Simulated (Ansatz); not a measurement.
# C₂H₆AlFOSi: up Jacob's ladder to CCSD(T)

How much do the methods differ for C₂H₆AlFOSi? The plan is to run it at one geometry with functionals of several rungs and with coupled cluster, and see how far each lands from CCSD(T) at the basis-set limit for the atomisation energy.

Method: functionals in def2-TZVPP, the program's frozen cores in correlated methods; program: Ansatz 0.2.0, Gaussian basis.

Plan: PBE-D4, r2SCAN-D4, PBE0-D4, B3LYP-D4, ωB97X-V, ωB97M-V, B2PLYP; CCSD(T)/def2-TZVPP; MP2/def2-QZVPP; extrapolation to the limit.

## 1. The relaxed structure

The geometry comes from an earlier relaxation with PBE0-D4 in a triple-zeta def2 set; it is a stationary point, not always the lowest conformer.

SMILES `C=C([SiH3])[O][AlH][F]`, 12 atoms, charge 0, spin multiplicity 1.

Atoms are counted from 1 here; the program's logs count them from 0.

Bond lengths: C1–C2 1.332 Å, C1–H7 1.085 Å, C1–H8 1.082 Å, C2–Si3 1.878 Å, C2–O4 1.357 Å, Si3–H9 1.489 Å, Si3–H10 1.489 Å, Si3–H11 1.483 Å, O4–Al5 1.680 Å, Al5–F6 1.641 Å, Al5–H12 1.564 Å. Angles: C2–C1–H7 121.4°, C2–C1–H8 120.2°, H7–C1–H8 118.4°, C1–C2–Si3 121.9°, C1–C2–O4 120.3°, Si3–C2–O4 117.8°, C2–Si3–H9 109.5°, C2–Si3–H10 109.6°, C2–Si3–H11 109.8°, H9–Si3–H10 107.4°, H9–Si3–H11 110.2°, H10–Si3–H11 110.2°, C2–O4–Al5 144.5°, O4–Al5–F6 116.1°, O4–Al5–H12 123.8°, F6–Al5–H12 120.1°.

## 2. PBE-D4 (GGA)

Input file in.yaml:

```yaml
crystal:
  periodic: [false, false, false]
  atoms:
    - {symbol: C, position_ang: [-1.163797, -1.501776, -0.721650]}
    - {symbol: C, position_ang: [-0.400523, -0.518885, -0.246817]}
    - {symbol: Si, position_ang: [1.167019, -0.861864, 0.728748]}
    - {symbol: O, position_ang: [-0.742587, 0.776641, -0.458843]}
    - {symbol: Al, position_ang: [-0.291054, 2.372099, -0.190804]}
    - {symbol: F, position_ang: [-1.299672, 3.518548, -0.790717]}
    - {symbol: H, position_ang: [-2.068138, -1.293539, -1.284335]}
    - {symbol: H, position_ang: [-0.890046, -2.534513, -0.551350]}
    - {symbol: H, position_ang: [1.064115, -0.232305, 2.074015]}
    - {symbol: H, position_ang: [2.331939, -0.245950, 0.035949]}
    - {symbol: H, position_ang: [1.365491, -2.325913, 0.861688]}
    - {symbol: H, position_ang: [1.004253, 2.792158, 0.578016]}
basis:
  gaussian: {orbitals: def2-TZVPP}
hamiltonian: {xc: pbe, dispersion: d4}
output: {forces: true, orbitals: {seedname: orbitals}}
```

Command:

```bash
$ ansatz run in.yaml --threads 4 --pin off --events-out ev --progress --plain --max-ram 10444MiB
```

After this run come: r2SCAN-D4 (meta-GGA); PBE0-D4 (hybrid); B3LYP-D4 (hybrid); ωB97X-V (range-separated); ωB97M-V (range-separated); B2PLYP (double hybrid); CCSD(T) in def2-TZVPP; MP2 in def2-QZVPP.

Q: Predict the results of all the runs planned. Wanted: atomisation energy, CCSD(T)/CBS; farthest; mean size of error, hybrid; mean size of error, range-separated; gap, smallest and largest; T1 diagnostic; triples share of the correlation energy.

**Answer**, as computed:

| quantity | value |
| --- | --- |
| atomisation energy, CCSD(T)/CBS | 4528.6 kJ/mol |
| functionals within 22.6 kJ/mol (0.5 %) | r2SCAN-D4, B3LYP-D4, ωB97X-V, ωB97M-V |
| farthest | B2PLYP (-57.6 kJ/mol) |
| mean size of error, hybrid | 29.1 kJ/mol |
| mean size of error, range-separated | 1.8 kJ/mol |
| gap, smallest and largest | 4.41 eV (PBE-D4), 10.54 eV (ωB97X-V) |
| T1 diagnostic | 0.0134 |
| triples share of the correlation energy | 3.6 % |

PBE-D4 is off by +43.8 kJ/mol. Double hybrids carry the basis error of their MP2 part in triple zeta, and no dispersion term here, so their miss is partly the set-up's. Misses under about 22.6 kJ/mol are within the doubt on the reference itself, which lacks core-valence correlation, relativity and higher excitations. Hartree-Fock recovers 74 % of the binding; the rest is correlation. Orbital gaps span 4.4 to 10.5 eV; exact exchange widens them.
